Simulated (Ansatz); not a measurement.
# C (diamond), BC63 defect cell: relaxing cell and atoms, relaxing the atoms and phonons, part 2 of 2

Aim: for C (diamond), BC63 defect cell, 3 runs in a chain (relaxing cell and atoms, relaxing the atoms and phonons).

Ansatz 0.2.0; DFT PBE, scalar-relativistic, plane waves, PAW. Earlier steps stand in the parts before.

## (4) Phonons

It takes the final geometry of step 3.

Input file input.yaml:

```yaml
crystal:
  lattice:
    - [7.1433410209, 0.0, 0.0]
    - [0.0, 7.1433410209, 0.0]
    - [0.0, 0.0, 7.1433410209]
  atoms:
    - { symbol: B, position: [0.0, 0.0, 0.0] }
    - { symbol: C, position: [0.0, 0.0, 0.5] }
    - { symbol: C, position: [0.0, 0.5, 0.0] }
    - { symbol: C, position: [0.0, 0.5, 0.5] }
    - { symbol: C, position: [0.5, 0.0, 0.0] }
    - { symbol: C, position: [0.5, 0.0, 0.5] }
    - { symbol: C, position: [0.5, 0.5, 0.0] }
    - { symbol: C, position: [0.5, 0.5, 0.5] }
    - { symbol: C, position: [0.0013251628, 0.2505621711, 0.2505621711] }
    - { symbol: C, position: [-0.0013251628, 0.2505621711, 0.7494378289] }
    - { symbol: C, position: [-0.0013251628, 0.7494378289, 0.2505621711] }
    - { symbol: C, position: [0.0013251628, 0.7494378289, 0.7494378289] }
    - { symbol: C, position: [0.5001918175, 0.2498822531, 0.2498822531] }
    - { symbol: C, position: [0.4998081825, 0.2498822531, 0.7501177469] }
    - { symbol: C, position: [0.4998081825, 0.7501177469, 0.2498822531] }
    - { symbol: C, position: [0.5001918175, 0.7501177469, 0.7501177469] }
    - { symbol: C, position: [0.2505621711, 0.0013251628, 0.2505621711] }
    - { symbol: C, position: [0.2505621711, -0.0013251628, 0.7494378289] }
    - { symbol: C, position: [0.2498822531, 0.5001918175, 0.2498822531] }
    - { symbol: C, position: [0.2498822531, 0.4998081825, 0.7501177469] }
    - { symbol: C, position: [0.7494378289, -0.0013251628, 0.2505621711] }
    - { symbol: C, position: [0.7494378289, 0.0013251628, 0.7494378289] }
    - { symbol: C, position: [0.7501177469, 0.4998081825, 0.2498822531] }
    - { symbol: C, position: [0.7501177469, 0.5001918175, 0.7501177469] }
    - { symbol: C, position: [0.2505621711, 0.2505621711, 0.0013251628] }
    - { symbol: C, position: [0.2498822531, 0.2498822531, 0.5001918175] }
    - { symbol: C, position: [0.2505621711, 0.7494378289, -0.0013251628] }
    - { symbol: C, position: [0.2498822531, 0.7501177469, 0.4998081825] }
    - { symbol: C, position: [0.7494378289, 0.2505621711, -0.0013251628] }
    - { symbol: C, position: [0.7501177469, 0.2498822531, 0.4998081825] }
    - { symbol: C, position: [0.7494378289, 0.7494378289, 0.0013251628] }
    - { symbol: C, position: [0.7501177469, 0.7501177469, 0.5001918175] }
    - { symbol: C, position: [0.1279776051, 0.1279776051, 0.1279776051] }
    - { symbol: C, position: [0.1248444984, 0.1248444984, 0.6253105692] }
    - { symbol: C, position: [0.1248444984, 0.6253105692, 0.1248444984] }
    - { symbol: C, position: [0.1245788694, 0.624430185, 0.624430185] }
    - { symbol: C, position: [0.6253105692, 0.1248444984, 0.1248444984] }
    - { symbol: C, position: [0.624430185, 0.1245788694, 0.624430185] }
    - { symbol: C, position: [0.624430185, 0.624430185, 0.1245788694] }
    - { symbol: C, position: [0.6251662441, 0.6251662441, 0.6251662441] }
    - { symbol: C, position: [0.1245788694, 0.375569815, 0.375569815] }
    - { symbol: C, position: [0.1248444984, 0.3746894308, 0.8751555016] }
    - { symbol: C, position: [0.1248444984, 0.8751555016, 0.3746894308] }
    - { symbol: C, position: [0.1279776051, 0.8720223949, 0.8720223949] }
    - { symbol: C, position: [0.6251662441, 0.3748337559, 0.3748337559] }
    - { symbol: C, position: [0.624430185, 0.375569815, 0.8754211306] }
    - { symbol: C, position: [0.624430185, 0.8754211306, 0.375569815] }
    - { symbol: C, position: [0.6253105692, 0.8751555016, 0.8751555016] }
    - { symbol: C, position: [0.375569815, 0.1245788694, 0.375569815] }
    - { symbol: C, position: [0.3746894308, 0.1248444984, 0.8751555016] }
    - { symbol: C, position: [0.3748337559, 0.6251662441, 0.3748337559] }
    - { symbol: C, position: [0.375569815, 0.624430185, 0.8754211306] }
    - { symbol: C, position: [0.8751555016, 0.1248444984, 0.3746894308] }
    - { symbol: C, position: [0.8720223949, 0.1279776051, 0.8720223949] }
    - { symbol: C, position: [0.8754211306, 0.624430185, 0.375569815] }
    - { symbol: C, position: [0.8751555016, 0.6253105692, 0.8751555016] }
    - { symbol: C, position: [0.375569815, 0.375569815, 0.1245788694] }
    - { symbol: C, position: [0.3748337559, 0.3748337559, 0.6251662441] }
    - { symbol: C, position: [0.3746894308, 0.8751555016, 0.1248444984] }
    - { symbol: C, position: [0.375569815, 0.8754211306, 0.624430185] }
    - { symbol: C, position: [0.8751555016, 0.3746894308, 0.1248444984] }
    - { symbol: C, position: [0.8754211306, 0.375569815, 0.624430185] }
    - { symbol: C, position: [0.8720223949, 0.8720223949, 0.1279776051] }
    - { symbol: C, position: [0.8751555016, 0.8751555016, 0.6253105692] }
total_charge: -1
scf:
  occupations: { method: fixed }
output:
  eigenvalues: true
hamiltonian:
  xc: pbe
kpoints:
  mp_grid: { grid: [2, 2, 2] }
basis:
  ecutwfc: 520
phonons:
  method: fd
  supercell: [1, 1, 1]
  amplitude: 0.015
  eigenvectors: true
```

Launch:

```bash
$ ansatz run input.yaml --threads 8 --pin off --max-ram 18432MiB --backend cpu --events-out ev --progress --plain --runs-dir out
```

What it wrote:

```text
Warning: RAYON_NUM_THREADS=8 ignored (pool sized by the plan → 8); use --threads N
Engine: ansatz 0.2.0, aarch64-unknown-linux-gnu
Pseudopotentials: kind: paw
Pseudopotential: B, paw, valence charge 3, recommended cutoff 420 eV (normal), B.paw.azcp
Pseudopotential: C, paw, valence charge 4, recommended cutoff 420 eV (normal), C.paw.azcp
Functional definition: PBE
  parameter kappa = 0.804
  parameter beta = 0.06672455060314922
  exchange = pbe_x(kappa = kappa, mu = beta*pi^2/3)
  correlation = pbe_c(beta = beta)
Crystal: 64 atoms, lattice volume = 364.506 Å³
Basis set: ecut = 520 eV, 9795 PW (Γ), exchange–correlation on 108×108×108 points (8 copies of the dense FFT grid, shifted against one another)
Bands: 192, of which v1, the nominal top of the filled ones, is band 128 counted from 1 (127 counted from 0)
Symmetry: 24 space group operations
k-points: 4 of 8
Non-local potential: B, projectors of the file, l = 0: 2, l = 1: 2, l = 2: 1
Non-local potential: C, projectors of the file, l = 0: 2, l = 1: 2, l = 2: 1
PAW form: soft (Blöchl's): semilocal exchange-correlation on the pseudo side does not see the compensation charge
PAW one-centre angular grid: B, 110 points (default); XC on 64 Gauss nodes
PAW one-centre angular grid: C, 110 points (default); XC on 64 Gauss nodes
Initial density: superposition of atomic densities (neutral atoms scaled as one to the charged cell's electrons: chi_scale 0, normalization atom), corrected by the library's trained network
Initial wavefunctions: pseudopotential atomic-orbital guess
Functional: x = pbe(κ = 0.804, μ = 0.2195149727645171), c = pbe(β = 0.06672455060314922)
SCF iter   1: F=—  HF=-15942.709667 eV  |F-HF|=—  |Δ(HF+E_count)|=         —  Δρ=3.98e-3  dr2=2.02e-1  ethr=1.77e-3  ⟨swp⟩=4.0  Hψ=2819  notcnv=0  defer=219
preconditioner: auto → Resta (q_TF=auto, 2.572 Å⁻¹)  ε∞=4.3  [insulator: Δε(μ)=3.996 eV  Ē_g=17.017 eV  n_scr=92 (ndim 8)  ℏωp=31.1 eV  f_vac=0.000  ε∞_Penn≈4.3]
SCF iter   2: F=—  HF=-15942.673345 eV  |F-HF|=—  |Δ(HF+E_count)|=   3.63e-2  Δρ=2.05e-3  dr2=2.58e-2  ethr=7.88e-5  ⟨swp⟩=2.0  Hψ=938  notcnv=0  defer=247
SCF iter   3: F=—  HF=-15942.668707 eV  |F-HF|=—  |Δ(HF+E_count)|=   4.64e-3  Δρ=8.23e-4  dr2=1.38e-3  ethr=1.01e-5  ⟨swp⟩=2.5  Hψ=883  notcnv=0  defer=244
[... 2 lines left out ...]
SCF iter   6: F=—  HF=-15942.669280 eV  |F-HF|=—  |Δ(HF+E_count)|=   6.51e-4  Δρ=9.20e-6  dr2=2.71e-7  ethr=1.03e-9  ⟨swp⟩=2.0  Hψ=1219  notcnv=0  defer=219
SCF iter   7: F=—  HF=-15942.669280 eV  |F-HF|=—  |Δ(HF+E_count)|=   3.83e-9  Δρ=2.59e-6  dr2=2.06e-8  ethr=1.06e-10  ⟨swp⟩=2.0  Hψ=1053  notcnv=0  defer=219
SCF iter   8: F=-15942.669280 eV  HF=-15942.669280 eV  |F-HF|=2.55e-11  |Δ(HF+E_count)|=   3.00e-9  Δρ=5.90e-7  dr2=9.04e-10  ethr=1.00e-12  ⟨swp⟩=15.0  Hψ=5174  notcnv=0
SCF 1 converged in 8 iterations: F = -15942.669280 eV  dr2 = 9.04e-10
Symmetry: 4 space group operations
k-points: 6 of 8
[... 11 lines left out ...]
SCF 2 converged in 7 iterations: F = -15942.664738 eV  dr2 = 4.49e-11
[... 9 lines left out ...]
SCF 3 converged in 7 iterations: F = -15942.664376 eV  dr2 = 6.82e-11
Symmetry: 1 space group operations
k-points: 8
[... 8 lines left out ...]
SCF 4 converged in 7 iterations: F = -15942.664342 eV  dr2 = 7.94e-11
[... 9 lines left out ...]
SCF 5 converged in 7 iterations: F = -15942.664243 eV  dr2 = 8.18e-11
Symmetry: 2 space group operations
[... 9 lines left out ...]
SCF 6 converged in 7 iterations: F = -15942.664326 eV  dr2 = 9.76e-11
[... 7 lines left out ...]
SCF 7 converged in 5 iterations: F = -15942.664333 eV  dr2 = 6.83e-11
[... 9 lines left out ...]
SCF 8 converged in 7 iterations: F = -15942.664345 eV  dr2 = 6.44e-11
[... 7 lines left out ...]
SCF 9 converged in 5 iterations: F = -15942.664342 eV  dr2 = 6.17e-11
[... 10 lines left out ...]
SCF 10 converged in 8 iterations: F = -15942.664348 eV  dr2 = 3.85e-12
[... 7 lines left out ...]
SCF 11 converged in 5 iterations: F = -15942.664351 eV  dr2 = 5.81e-11
[... 9 lines left out ...]
SCF 12 converged in 7 iterations: F = -15942.664334 eV  dr2 = 9.07e-11
[... 82 lines left out ...]
  atom  34  C     -0.00001074    -0.00001074    -0.00004282
  atom  35  C     -0.00001074    -0.00004282    -0.00001074
  atom  36  C      0.00010675    -0.00001321    -0.00001321
  atom  37  C     -0.00004282    -0.00001074    -0.00001074
  atom  38  C     -0.00001321     0.00010675    -0.00001321
  atom  39  C     -0.00001321    -0.00001321     0.00010675
  atom  40  C     -0.00012506    -0.00012506    -0.00012506
  atom  41  C      0.00010675     0.00001321     0.00001321
  atom  42  C     -0.00001074     0.00004282     0.00001074
  atom  43  C     -0.00001074     0.00001074     0.00004282
  atom  44  C      0.00001113    -0.00001113    -0.00001113
  atom  45  C     -0.00012506     0.00012506     0.00012506
  atom  46  C     -0.00001321     0.00001321    -0.00010675
  atom  47  C     -0.00001321    -0.00010675     0.00001321
  atom  48  C     -0.00004282     0.00001074     0.00001074
  atom  49  C      0.00001321     0.00010675     0.00001321
  atom  50  C      0.00004282    -0.00001074     0.00001074
  atom  51  C      0.00012506    -0.00012506     0.00012506
  atom  52  C      0.00001321    -0.00001321    -0.00010675
  atom  53  C      0.00001074    -0.00001074     0.00004282
  atom  54  C     -0.00001113     0.00001113    -0.00001113
  atom  55  C     -0.00010675    -0.00001321     0.00001321
  atom  56  C      0.00001074    -0.00004282     0.00001074
  atom  57  C      0.00001321     0.00001321     0.00010675
  atom  58  C      0.00012506     0.00012506    -0.00012506
  atom  59  C      0.00004282     0.00001074    -0.00001074
  atom  60  C      0.00001321    -0.00010675    -0.00001321
  atom  61  C      0.00001074     0.00004282    -0.00001074
  atom  62  C     -0.00010675     0.00001321    -0.00001321
  atom  63  C     -0.00001113    -0.00001113     0.00001113
  atom  64  C      0.00001074     0.00001074    -0.00004282
  max |Σ_I F_I| component: 2.26e-18 eV/Å
--- Band table (eV) ---
[... 4 lines left out ...]
--- Phonons: 24 displaced members + reference (amplitude 0.015 Å, Σ member SCF iterations 149) ---
  symmetry images taken by strict's conditions (phonons.symmetry_images: auto; settled by no image being taken that strict refuses)
  ASR residual: 1.053e-2 → 0.000e0 eV/Å²; symmetrization residual: 2.592e-3 eV/Å²
  largest component of a force at the reference: 1.3e-4 eV/Å
  ASR residual per site (eV/Å²): 3.31e-5 1.05e-2 1.05e-2 1.02e-2 1.05e-2 1.02e-2 1.02e-2 2.41e-4 1.79e-4 1.79e-4 1.79e-4 1.79e-4 3.75e-4 3.75e-4 3.75e-4 3.75e-4 1.79e-4 1.79e-4 3.75e-4 3.75e-4 1.79e-4 1.79e-4 3.75e-4 3.75e-4 1.79e-4 3.75e-4 1.79e-4 3.75e-4 1.79e-4 3.75e-4 1.79e-4 3.75e-4 6.49e-4 2.34e-3 2.34e-3 2.90e-3 2.34e-3 2.90e-3 2.90e-3 2.60e-4 2.90e-3 2.34e-3 2.34e-3 6.49e-4 2.60e-4 2.90e-3 2.90e-3 2.34e-3 2.90e-3 2.34e-3 2.60e-4 2.90e-3 2.34e-3 6.49e-4 2.90e-3 2.34e-3 2.90e-3 2.60e-4 2.34e-3 2.90e-3 2.34e-3 2.90e-3 6.49e-4 2.34e-3
  Γ frequencies (cm⁻¹): 0.00 0.00 0.00 522.43 522.43 522.43 523.60 523.60 523.60 527.28 527.28 527.28 527.38 527.38 527.38 540.58 540.58 540.58 544.56 544.56 544.56 545.27 545.27 606.72 606.72 612.20 612.20 612.20 612.63 612.63 612.63 616.99 617.93 617.93 617.93 740.02 740.02 745.40 746.12 746.12 746.12 758.66 758.66 758.66 761.87 761.87 762.31 762.31 762.31 764.15 764.15 764.15 765.74 776.52 776.52 776.52 778.15 778.15 778.15 850.02 850.02 850.02 852.72 852.72 852.72 856.05 856.90 856.90 857.15 857.15 857.15 900.32 900.32 900.32 903.92 903.92 907.97 907.97 907.97 908.28 909.31 909.31 909.31 983.88 983.88 983.88 984.58 986.08 986.08 986.08 989.25 989.25 989.25 992.00 992.00 1037.02 1037.02 1037.02 1040.75 1052.67 1052.67 1052.67 1063.22 1063.22 1063.22 1135.19 1138.97 1141.94 1141.94 1141.94 1142.02 1142.02 1144.37 1144.37 1144.37 1146.12 1146.12 1146.12 1146.47 1146.47 1146.47 1148.44 1148.44 1148.44 1154.62 1154.62 1155.16 1155.16 1155.16 1184.33 1184.33 1184.33 1186.28 1186.28 1186.30 1186.30 1186.30 1187.86 1187.86 1187.86 1189.33 1189.33 1191.78 1191.78 1191.78 1193.38 1194.53 1194.53 1194.53 1195.86 1195.86 1195.86 1198.74 1198.74 1198.74 1199.88 1199.88 1199.88 1200.66 1205.92 1205.92 1207.56 1207.56 1207.56 1211.33 1211.33 1211.33 1222.71 1222.71 1225.09 1225.09 1225.09 1226.38 1229.96 1229.96 1229.96 1239.95 1239.95 1239.95 1244.16 1244.16 1244.16 1247.94 1289.78 1289.78 1289.78 1307.46 1307.76 1307.76 1310.36 1310.36 1310.36
  density of states and harmonic sums: on the 9×9×9 q-mesh, interpolated from the force constants of a 1×1×1 supercell (no non-analytic term)
  largest difference from the sums on the solved wave vectors: F 3.14e-1 eV, S 5.72e-4 and C_V 2.58e-4 eV/K
  zero-point energy: 11.447809 eV/cell   skipped modes (ω ≤ 0): 3   left out of the sums: 2.14e-5 of the cell's modes: C_V's classical limit lies that fraction below 3 k_B per atom; for a crystal, a wire or a layer, F and S can be off by more, and a phonons.interpolated_qmesh denser along its periods is the remedy for the sampling
```

Wall time 2.3 min (8 threads of Arm Neoverse V1, shared host); peak memory 3.6 GiB.

Optical levels at the zone centre, without the three acoustic modes (i: imaginary):

| cm⁻¹ | modes |
| --- | --- |
| 522 | 3 |
| 524 | 3 |
| 527 | 3 |
| 527 | 3 |
| 541 | 3 |
| 545 | 3 |
| 545 | 2 |
| 607 | 2 |
| 612 | 3 |
| 613 | 3 |
| 617 | 1 |
| 618 | 3 |
| 740 | 2 |
| 745 | 1 |
| 746 | 3 |
| 759 | 3 |
| 762 | 2 |
| 762 | 3 |
| 764 | 3 |
| 766 | 1 |
| 777 | 3 |
| 778 | 3 |
| 850 | 3 |
| 853 | 3 |
| 856 | 1 |
| 857 | 2 |
| 857 | 3 |
| 900 | 3 |
| 904 | 2 |
| 908 | 3 |
| 908 | 1 |
| 909 | 3 |
| 984 | 3 |
| 985 | 1 |
| 986 | 3 |
| 989 | 3 |
| 992 | 2 |
| 1037 | 3 |
| 1041 | 1 |
| 1053 | 3 |
| 1063 | 3 |
| 1135 | 1 |
| 1139 | 1 |
| 1142 | 3 |
| 1142 | 2 |
| 1144 | 3 |
| 1146 | 3 |
| 1146 | 3 |
| 1148 | 3 |
| 1155 | 2 |
| 1155 | 3 |
| 1184 | 3 |
| 1186 | 5 |
| 1188 | 3 |
| 1189 | 2 |
| 1192 | 3 |
| 1193 | 1 |
| 1195 | 3 |
| 1196 | 3 |
| 1199 | 3 |
| 1200 | 3 |
| 1201 | 1 |
| 1206 | 2 |
| 1208 | 3 |
| 1211 | 3 |
| 1223 | 2 |
| 1225 | 3 |
| 1226 | 1 |
| 1230 | 3 |
| 1240 | 3 |
| 1244 | 3 |
| 1248 | 1 |
| 1290 | 3 |
| 1307 | 1 |
| 1308 | 2 |
| 1310 | 3 |

Displacements in the lowest optical mode (522 cm⁻¹), eigenvector over the root of the mass, scaled so that the longest move is 1. It is one member of a degenerate level, so its direction within the level is arbitrary.

| atom | x | y | z |
| --- | --- | --- | --- |
| B1 | 0.00 | 0.00 | 0.00 |
| C2 | -0.46 | 0.31 | 0.00 |
| C3 | 0.46 | 0.00 | 0.79 |
| C4 | 0.00 | 0.34 | 0.87 |
| C5 | 0.00 | -0.31 | -0.79 |
| C6 | -0.50 | 0.00 | -0.87 |
| C7 | 0.50 | -0.34 | 0.00 |
| C8 | 0.00 | 0.00 | 0.00 |
| C9 | -0.41 | 0.56 | 0.34 |
| C10 | -0.18 | -0.22 | 0.17 |
| C11 | 0.18 | 0.13 | 0.52 |
| C12 | 0.41 | 0.21 | 0.69 |
| C13 | -0.37 | -0.15 | -0.63 |
| C14 | -0.16 | -0.17 | -0.51 |
| C15 | 0.16 | 0.15 | -0.19 |
| C16 | 0.37 | -0.47 | -0.31 |
| C17 | -0.58 | 0.47 | -0.44 |
| C18 | 0.08 | 0.12 | -0.19 |
| C19 | 0.28 | 0.42 | 0.61 |
| C20 | 0.19 | 0.11 | 0.43 |
| C21 | -0.15 | -0.12 | -0.42 |
| C22 | -0.35 | -0.47 | -0.67 |
| C23 | -0.02 | -0.11 | 0.21 |
| C24 | 0.50 | -0.42 | 0.39 |
| C25 | -0.13 | 0.25 | -0.05 |
| C26 | -0.45 | 0.35 | -0.05 |
| C27 | 0.63 | 0.00 | 0.29 |
| C28 | -0.02 | 0.53 | 0.26 |
| C29 | 0.04 | -0.59 | -0.29 |
| C30 | -0.57 | -0.03 | -0.26 |
| C31 | 0.46 | -0.34 | 0.05 |
| C32 | 0.10 | -0.20 | 0.05 |
| C33 | -0.58 | 0.66 | -0.08 |
| C34 | -0.30 | 0.15 | -0.03 |
| C35 | 0.55 | 0.24 | 0.73 |
| C36 | 0.25 | 0.44 | 0.74 |
| C37 | -0.22 | -0.43 | -0.70 |
| C38 | -0.56 | -0.29 | -0.77 |
| C39 | 0.34 | -0.18 | 0.03 |
| C40 | 0.45 | -0.51 | 0.06 |
| C41 | -0.25 | 0.64 | 0.54 |
| C42 | 0.00 | 0.07 | 0.34 |
| C43 | -0.25 | 0.54 | 0.15 |
| C44 | 0.58 | 0.18 | 0.41 |
| C45 | -0.45 | -0.14 | -0.31 |
| C46 | 0.25 | -0.57 | -0.18 |
| C47 | -0.02 | -0.08 | -0.38 |
| C48 | 0.22 | -0.62 | -0.51 |
| C49 | -0.70 | 0.29 | -0.64 |
| C50 | -0.09 | 0.06 | -0.43 |
| C51 | 0.19 | 0.51 | 0.31 |
| C52 | 0.60 | -0.22 | 0.18 |
| C53 | -0.57 | 0.22 | -0.15 |
| C54 | -0.25 | -0.66 | -0.41 |
| C55 | 0.11 | -0.04 | 0.48 |
| C56 | 0.67 | -0.24 | 0.61 |
| C57 | -0.01 | 0.17 | -0.03 |
| C58 | -0.19 | 0.14 | -0.06 |
| C59 | 0.09 | 0.24 | -0.25 |
| C60 | 0.11 | 0.08 | -0.24 |
| C61 | -0.13 | -0.07 | 0.22 |
| C62 | -0.11 | -0.24 | 0.27 |
| C63 | 0.25 | -0.18 | 0.08 |
| C64 | 0.02 | -0.17 | 0.03 |

Displacements in the highest mode (1310 cm⁻¹), eigenvector over the root of the mass, scaled so that the longest move is 1. It is one member of a degenerate level, so its direction within the level is arbitrary.

| atom | x | y | z |
| --- | --- | --- | --- |
| B1 | 0.00 | 0.03 | 1.00 |
| C2 | 0.00 | 0.03 | -0.78 |
| C3 | 0.00 | -0.03 | 0.79 |
| C4 | 0.00 | -0.03 | -1.00 |
| C5 | 0.00 | 0.03 | 0.79 |
| C6 | 0.00 | 0.03 | -1.00 |
| C7 | 0.00 | -0.03 | 0.94 |
| C8 | 0.00 | -0.03 | -0.80 |
| C9 | 0.02 | 0.04 | -0.01 |
| C10 | 0.01 | -0.04 | -0.01 |
| C11 | -0.01 | -0.04 | -0.01 |
| C12 | -0.02 | 0.04 | -0.01 |
| C13 | -0.02 | 0.00 | -0.02 |
| C14 | -0.02 | 0.00 | -0.02 |
| C15 | 0.02 | 0.00 | -0.02 |
| C16 | 0.02 | 0.00 | -0.02 |
| C17 | 0.04 | 0.04 | -0.01 |
| C18 | -0.04 | 0.04 | -0.01 |
| C19 | 0.00 | -0.04 | -0.02 |
| C20 | 0.00 | -0.04 | -0.02 |
| C21 | -0.04 | 0.01 | -0.01 |
| C22 | 0.04 | 0.01 | -0.01 |
| C23 | 0.00 | -0.01 | -0.02 |
| C24 | 0.00 | -0.01 | -0.02 |
| C25 | 0.02 | 0.02 | 0.81 |
| C26 | -0.03 | -0.03 | -0.85 |
| C27 | -0.02 | 0.02 | 0.81 |
| C28 | 0.03 | -0.03 | -0.85 |
| C29 | 0.02 | -0.02 | 0.81 |
| C30 | -0.03 | 0.02 | -0.85 |
| C31 | -0.02 | -0.02 | 0.81 |
| C32 | 0.03 | 0.02 | -0.85 |
| C33 | -0.14 | -0.15 | -0.61 |
| C34 | 0.03 | 0.01 | 0.55 |
| C35 | 0.00 | 0.03 | -0.55 |
| C36 | 0.05 | 0.07 | 0.67 |
| C37 | 0.01 | -0.01 | -0.55 |
| C38 | 0.05 | 0.02 | 0.67 |
| C39 | -0.02 | 0.00 | -0.63 |
| C40 | -0.03 | -0.01 | 0.59 |
| C41 | -0.05 | 0.07 | 0.67 |
| C42 | 0.00 | 0.03 | -0.55 |
| C43 | -0.03 | 0.01 | 0.55 |
| C44 | 0.14 | -0.15 | -0.61 |
| C45 | 0.03 | -0.01 | 0.59 |
| C46 | 0.02 | 0.00 | -0.63 |
| C47 | -0.05 | 0.02 | 0.67 |
| C48 | -0.01 | -0.01 | -0.55 |
| C49 | 0.05 | -0.06 | 0.67 |
| C50 | 0.01 | -0.02 | -0.55 |
| C51 | -0.02 | 0.04 | 0.59 |
| C52 | -0.02 | 0.04 | -0.64 |
| C53 | 0.03 | -0.04 | 0.55 |
| C54 | -0.13 | 0.11 | -0.60 |
| C55 | 0.04 | -0.03 | 0.67 |
| C56 | 0.00 | 0.00 | -0.55 |
| C57 | 0.02 | 0.04 | -0.64 |
| C58 | 0.02 | 0.04 | 0.59 |
| C59 | -0.01 | -0.02 | -0.55 |
| C60 | -0.05 | -0.06 | 0.67 |
| C61 | 0.00 | 0.00 | -0.55 |
| C62 | -0.04 | -0.03 | 0.67 |
| C63 | 0.13 | 0.11 | -0.60 |
| C64 | -0.03 | -0.04 | 0.55 |

## (5) Summary of results

The summary covers parts 1 to 2.

```
step            system  k mesh  energy (eV)  gap on the mesh (eV)   time
   2       C (diamond)   6×6×6    -2006.489                  4.15  2.3 s
   3  BC63 defect cell   2×2×2   -15942.669                  3.95   27 s
```

Totals of different systems or levels have different zeros; only balanced differences at one level mean anything.

```
                                 quantity                                                                      value
                     relaxed cell, step 2  a = 3.572 Å, b = 3.572 Å, c = 3.572 Å, α = 90.00°, β = 90.00°, γ = 90.00°
optical modes at Γ (without the LO field)                                                           522 to 1310 cm⁻¹
```

What this shows: All optical modes at Γ are real, so no distortion that keeps the cell lowers the energy to second order; that says nothing of other wave vectors. These are transverse frequencies: in a polar insulator the field of longitudinal modes, left out here, lifts some of them. A measured lattice constant a of C is 3.567 Å (powder; quoted in “Characterization of the Materials Synthesized by High Pressure-High Temperature Treatment of a Polymer Derived t-BC2N Ceramic”, 2011, pmc:5448883); the calculated 3.572 Å misses it by +0.1 %. That is the cell relaxed with PBE, without thermal expansion or zero-point motion.

These are semilocal Kohn-Sham gaps, which aren't the measured quantity. Such gaps usually fall short of the measured ones.
